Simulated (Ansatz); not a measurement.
# H5NSnTe: the cost of one run

Program: Ansatz 0.2.0 through its Python package. Level of theory: PBE0/def2-SVP. These are calculated values, not measurements.

## 1. The structure

Bond lengths: N1–Sn2 2.012 Å, Sn2–Te3 2.743 Å, N1–H4 1.095 Å, N1–H5 1.044 Å, Sn2–H6 1.758 Å, Sn2–H7 1.773 Å, Te3–H8 1.673 Å. Angles: N1–Sn2–Te3 107.5°, N1–Sn2–H6 110.5°, N1–Sn2–H7 110.3°, Te3–Sn2–H6 110.2°, Te3–Sn2–H7 109.4°, H6–Sn2–H7 108.8°, Sn2–N1–H4 103.9°, Sn2–N1–H5 110.8°, H4–N1–H5 103.2°, Sn2–Te3–H8 90.9°.

The script holds or builds the structure itself.

## 2. The script

adiabatic_h5nsnte.py reads:

```python
import itertools
import logging
import sys

import ansatz as az
from ase.data import atomic_numbers, covalent_radii
import numpy as np

logging.basicConfig(stream=sys.stdout, format='%(levelname)s:%(name)s:%(message)s')
logger = logging.getLogger('h5nsnte')
logger.setLevel(logging.INFO)

system = (
    az.Crystal.molecule()
    .atom('N', (-1.1647, 0.323, -0.8726))
    .atom('Sn', (0.4769, 0.4314, 0.2857))
    .atom('Te', (1.3553, -2.1322, 0.7122))
    .atom('H', (-1.3934, 1.3684, -1.103))
    .atom('H', (-0.9325, -0.0815, -1.8062))
    .atom('H', (0.1003, 1.2069, 1.8174))
    .atom('H', (1.7461, 1.3619, -0.5303))
    .atom('H', (-0.0956, -2.535, 1.4411))
)

base = system.calculation()
base = base.basis(gaussian='def2-SVP').functional('pbe0')
symbols = [site.symbol for site in system.cartesian_sites]
start = np.array([site.position_ang for site in system.cartesian_sites], dtype=float)
rep = base.relax(force_tolerance=0.01).run().report
end = np.array(rep['positions_ang'])

minimum = az.Crystal.molecule()
for symbol, place in zip(symbols, end):
    minimum = minimum.atom(symbol, place.tolist())
ion = minimum.calculation().basis(gaussian='def2-SVP').functional('pbe0').charge(1).spin('collinear', total=1)
vertical = ion.run().report
settled = ion.relax(force_tolerance=0.01, max_steps=80).run().report
logger.info(f'vertical ionisation energy   {vertical["free_energy_ev"] - rep["free_energy_ev"]:.3f} eV')
logger.info(f'adiabatic, no zero point     {settled["free_energy_ev"] - rep["free_energy_ev"]:.3f} eV')
logger.info(f'relaxation energy of the ion {vertical["free_energy_ev"] - settled["free_energy_ev"]:.3f} eV')
ionised = np.array(settled['positions_ang'])
radius = [covalent_radii[atomic_numbers[s]] for s in symbols]
span = lambda where, i, j: np.linalg.norm(where[i] - where[j])
bonded = [(i, j) for i, j in itertools.combinations(range(len(symbols)), 2) if min(span(end, i, j), span(ionised, i, j)) < 1.2 * (radius[i] + radius[j])]
logger.info('pair        before    after (A)')
for i, j in bonded:
    print(f'{symbols[i]}{i}-{symbols[j]}{j}'.ljust(10), f'{span(end, i, j):8.4f} {span(ionised, i, j):8.4f}')
```

## 3. The calls as engine input

The engine receives this input (first run):

```yaml
crystal:
  periodic: [false, false, false]
  atoms:
    - { symbol: "N", position_ang: [-1.1647, 0.323, -0.8726] }
    - { symbol: Sn, position_ang: [0.4769, 0.4314, 0.2857] }
    - { symbol: Te, position_ang: [1.3553, -2.1322, 0.7122] }
    - { symbol: H, position_ang: [-1.3934, 1.3684, -1.103] }
    - { symbol: H, position_ang: [-0.9325, -0.0815, -1.8062] }
    - { symbol: H, position_ang: [0.1003, 1.2069, 1.8174] }
    - { symbol: H, position_ang: [1.7461, 1.3619, -0.5303] }
    - { symbol: H, position_ang: [-0.0956, -2.535, 1.4411] }
basis:
  gaussian:
    orbitals: def2-SVP
hamiltonian:
  xc: pbe0
relax:
  f_tol: 0.01
```

## 4. Running it

Launch:

```sh
python adiabatic_h5nsnte.py
```

**Question.** How long does this script take on 1 thread of Arm Neoverse V2, shared host, and how much memory does it need?

About 4.2 min, with a peak of 0.38 GiB.
